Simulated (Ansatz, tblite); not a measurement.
# Si(iPr)Cl3 (C₃H₇Cl₃Si): rung by rung

One table from this session's results is given with a row withheld; the runs are named, their logs left out.

Program: Ansatz 0.2.0, Gaussian basis. Level of theory: as each input shows. These are calculated values, not measurements.

Levels to be run: GFN1-xTB, GFN2-xTB, PBE-D4/def2-TZVP, r2SCAN-D4/def2-TZVP, BHLYP-D4/def2-TZVP, CAM-B3LYP-D4/def2-TZVP, LC-ωPBE/def2-TZVP, PBE-D4/def2-SVP, PBE0-D4/def2-SVP, HF/6-31G, B3LYP-D4/6-31G, CCSD(T)/def2-SVP, MP2/def2-TZVP, RPA/def2-TZVP.

2 further runs of the same task are left out: 2 set aside as unsound or not needed.

## The relaxed structure

The singlet was relaxed beforehand with PBE-D4/def2-SVP.

14 atoms, charge 0, spin multiplicity 1.

Bond lengths: Si1–C2 1.885 Å, Si1–Cl12 2.073 Å, Si1–Cl13 2.073 Å, Si1–Cl14 2.075 Å, C2–C3 1.537 Å, C2–C4 1.538 Å, C2–H5 1.115 Å, C3–H6 1.108 Å, C3–H7 1.110 Å, C3–H8 1.110 Å, C4–H9 1.110 Å, C4–H10 1.108 Å, C4–H11 1.110 Å. Angles: C2–Si1–Cl12 111.0°, C2–Si1–Cl13 110.8°, C2–Si1–Cl14 110.1°, Cl12–Si1–Cl13 108.2°, Cl12–Si1–Cl14 108.3°, Cl13–Si1–Cl14 108.4°, Si1–C2–C3 111.0°, Si1–C2–C4 110.8°, Si1–C2–H5 103.7°, C3–C2–C4 112.7°, C3–C2–H5 109.1°, C4–C2–H5 109.1°, C2–C3–H6 111.9°, C2–C3–H7 111.0°, C2–C3–H8 110.3°, H6–C3–H7 107.9°, H6–C3–H8 108.0°, H7–C3–H8 107.6° and more.

Coordinates:

```csv
atom,x (Å),y (Å),z (Å)
Si1,0.18736,0.35709,-1.57750
C2,0.17481,0.31931,0.30703
C3,0.98755,-0.87200,0.83978
C4,-1.26625,0.34266,0.84336
H5,0.68582,1.26754,0.59375
H6,2.03287,-0.85727,0.47174
H7,0.53146,-1.83550,0.53075
H8,1.01521,-0.85434,1.94956
H9,-1.26417,0.37919,1.95298
H10,-1.83143,1.22185,0.47416
H11,-1.81898,-0.56991,0.53791
Cl12,2.12786,0.36627,-2.30601
Cl13,-0.77839,2.04895,-2.28531
Cl14,-0.78370,-1.31385,-2.33221
```

PBE0-D4/def2-TZVP was run before; its log isn't repeated, and its numbers join the tables.

Set-up of the first run:

Tight binding, by tblite at 300 K electronic temperature and without a spin-polarisation term:

```python
tblite.interface.Calculator('GFN1-xTB', numbers, positions, charge=0, uhf=0).singlepoint()
```

Tight binding, by tblite at 300 K electronic temperature and without a spin-polarisation term:

```python
tblite.interface.Calculator('GFN2-xTB', numbers, positions, charge=0, uhf=0).singlepoint()
```

start.molden holds the orbitals of an earlier run on this state, given as this run's starting guess.

in.yaml

```yaml
crystal:
  periodic: [false, false, false]
  atoms:
    - {symbol: Si, position_ang: [0.187361, 0.357088, -1.577502]}
    - {symbol: C, position_ang: [0.174810, 0.319314, 0.307034]}
    - {symbol: C, position_ang: [0.987546, -0.871998, 0.839782]}
    - {symbol: C, position_ang: [-1.266253, 0.342662, 0.843356]}
    - {symbol: H, position_ang: [0.685824, 1.267537, 0.593749]}
    - {symbol: H, position_ang: [2.032866, -0.857267, 0.471741]}
    - {symbol: H, position_ang: [0.531464, -1.835495, 0.530752]}
    - {symbol: H, position_ang: [1.015209, -0.854344, 1.949560]}
    - {symbol: H, position_ang: [-1.264170, 0.379188, 1.952980]}
    - {symbol: H, position_ang: [-1.831429, 1.221855, 0.474158]}
    - {symbol: H, position_ang: [-1.818977, -0.569912, 0.537911]}
    - {symbol: Cl, position_ang: [2.127858, 0.366268, -2.306009]}
    - {symbol: Cl, position_ang: [-0.778394, 2.048950, -2.285314]}
    - {symbol: Cl, position_ang: [-0.783695, -1.313846, -2.332207]}
basis:
  gaussian: {orbitals: def2-TZVP, initial_orbitals: start.molden}
hamiltonian: {xc: pbe, dispersion: d4}
scf: {omitted_lower_state_checks: [starts]}
output: {orbitals: {seedname: orbitals}}
```

Started as:

```sh
> ansatz run in.yaml --threads 2 --pin off --events-out ev --progress --plain --max-ram 32768MiB --backend cuda --devices 0, --max-vram 18GiB
```

Steps of the session up to this table: PBE-D4/def2-TZVP; r2SCAN-D4/def2-TZVP; BHLYP-D4/def2-TZVP; CAM-B3LYP-D4/def2-TZVP; LC-ωPBE/def2-TZVP; PBE-D4/def2-SVP; PBE0-D4/def2-SVP; HF/6-31G; B3LYP-D4/6-31G; CCSD(T)/def2-SVP; MP2/def2-TZVP; RPA/def2-TZVP.

One of the session's tables, all rows but one given; the rest of the session is left out.

It belongs to the step «Binding energy». 

```
                method  binding an atom (eV)
              HF/6-31G                 2.620
           HF/def2-SVP                 2.981
          HF/def2-TZVP                 2.956
       PBE-D4/def2-SVP                 4.003
      PBE-D4/def2-TZVP                 3.984
   r2SCAN-D4/def2-TZVP                 3.937
        B3LYP-D4/6-31G                 3.643
      PBE0-D4/def2-SVP                     ?
     PBE0-D4/def2-TZVP                 3.943
    BHLYP-D4/def2-TZVP                 3.816
CAM-B3LYP-D4/def2-TZVP                 3.906
     LC-ωPBE/def2-TZVP                 3.890
          MP2/def2-SVP                 3.766
         MP2/def2-TZVP                 3.856
         CCSD/def2-SVP                 3.675
      CCSD(T)/def2-SVP                 3.714
```

Estimate the missing values for PBE0-D4/def2-SVP.

**Answer.** binding an atom (eV): 3.960. In the column «binding an atom (eV)» it lies between PBE0-D4/def2-TZVP (3.943) and PBE-D4/def2-TZVP (3.984).

Caveats from the session: Free atoms were run apart at each level; binding is atoms less cluster, divided by the number of atoms, without zero-point or spin-orbit terms.
